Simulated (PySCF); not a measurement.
# FGa (Gallium monofluoride): the cost of one run

The runs use PySCF 2.14.0, with density-fitted response routines of our own; the level of theory stands in each step. All values are computed, except where a source is named. Atoms are numbered from 0 throughout.

### 1 The starting structure

2 atoms, charge 0, multiplicity 1; geometry from: GFN2-xTB. The atoms were then displaced at random by about 0.01 Å, so the start is not that level's minimum.

Bonds of the start (Å): F0–Ga1 1.82.

### 2 Optimising the geometry at PBE0-D3(BJ)/def2-SVP

The job: settings as JSON, then the geometry in Å.

```
{"job": {"xc": "PBE0", "basis": "def2-SVP", "d3": "d3bj", "grid": 1, "shake": 0.01, "kind": "geom"}, "charge": 0, "multiplicity": 1}
F      0.920950    -0.029010     0.002010
Ga    -0.903460     0.000200    -0.014140
```

Launch:

```console
$ OMP_NUM_THREADS=1 python probes_run.py task.json out
```

The driver reads the jobs from task.json and runs them one after another.

Q: Estimate the wall time and peak memory of this first job on 1 thread of Intel Xeon 6975P-C, shared host.

About 2.5 s, with a peak of 0.26 GiB.
